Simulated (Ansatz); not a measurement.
# NbAlS4: what a guessed cell relaxes into

Where does this trial cell of NbAlS4 go when cell and atoms are let free?

Computed with Ansatz 0.2.0 (DFT PBE, scalar-relativistic, plane waves, PAW, unless a step's input says otherwise).

1 further run of the same task is left out (set aside as unsound or not needed).

## (1) The system as given

Symmetry: F-43m, No. 216, cubic system. Conventional cell: a = 7.775 Å, b = 7.775 Å, c = 7.775 Å, α = 90.00°, β = 90.00°, γ = 90.00°. Al (site symmetry -43m) has 12 S at 3.23 Å and 4 Nb at 3.37 Å as nearest neighbours. Around Nb (site symmetry -43m) lie 12 S at 3.22 Å and 4 Al at 3.37 Å. S (site symmetry 3m) has 6 S at 2.73 to 2.77 Å and 3 Nb at 3.22 Å and 3 Al at 3.23 Å as nearest neighbours.

Coordinates:

```cif
data_structure
_symmetry_space_group_name_H-M 'F-43m'
_symmetry_Int_Tables_number 216
_cell_length_a 7.7753
_cell_length_b 7.7753
_cell_length_c 7.7753
_cell_angle_alpha 90.000
_cell_angle_beta 90.000
_cell_angle_gamma 90.000
_cell_volume 470.06
loop_
_atom_site_label
_atom_site_type_symbol
_atom_site_symmetry_multiplicity
_atom_site_Wyckoff_symbol
_atom_site_fract_x
_atom_site_fract_y
_atom_site_fract_z
_atom_site_occupancy
Al1 Al 4 c 0.25000 0.25000 0.25000 1
Nb1 Nb 4 a 0.00000 0.00000 0.00000 1
S1 S 16 e 0.12590 0.37410 0.87410 1
```

A structure generator made this guess: species swapped into a database cell of DyCu4Pd (F-43m, No. 216), with Al on the Dy sites, S on the Cu sites and Nb on the Pd sites. The dimensions are guesses.

## (2) Probe: one point on a coarse mesh

Input file input.yaml:

```yaml
crystal:
  lattice:
    - [0.0, 3.88766844, 3.88766844]
    - [3.88766844, 0.0, 3.88766844]
    - [3.88766844, 3.88766844, 0.0]
  atoms:
    - { symbol: Al, position: [0.75, 0.75, 0.75] }
    - { symbol: Nb, position: [0.0, 0.0, 0.0] }
    - { symbol: S, position: [0.37410041, 0.87769878, 0.37410041] }
    - { symbol: S, position: [0.37410041, 0.37410041, 0.87769878] }
    - { symbol: S, position: [0.37410041, 0.37410041, 0.37410041] }
    - { symbol: S, position: [0.87769878, 0.37410041, 0.37410041] }
basis:
  ecutwfc: 420
kpoints:
  mp_grid: { grid: [4, 4, 4] }
hamiltonian:
  xc: pbe
scf:
  occupations: { method: gaussian, width: 0.1 }
  lower_state_search: "off"
output:
  forces: true
  stress: true
  eigenvalues: true
```

On the command line:

```sh
> ansatz run input.yaml --threads 1 --pin off --max-ram 2048MiB --backend cpu --events-out ev --progress --plain --runs-dir out
```

The session goes on with these runs: coarse relaxation; final relaxation.

Q: Predict the outcome of this session. Wanted: conventional cell; volume; energy over the elements; gap on the mesh; total moment.

As calculated:

| quantity | value |
| --- | --- |
| symmetry at the end (tolerance 0.05 Å) | space group F-43m (No. 216) |
| conventional cell | a = 7.350 Å, b = 7.350 Å, c = 7.350 Å, α = 90.00°, β = 90.00°, γ = 90.00° |
| volume | 16.55 Å³/atom |
| energy over the elements | +0.86 eV/atom |
| gap on the mesh | none (metal) |
| total moment | 0.32 μB/cell |

What this shows: The space group F-43m (No. 216) is kept, and the volume per atom shrinks by 15.5 % from the first guess. With a positive formation energy it can't be a ground state. No finished test with a distortion of lower symmetry is shown, so the end may be a saddle point. Other magnetic orders were not searched.
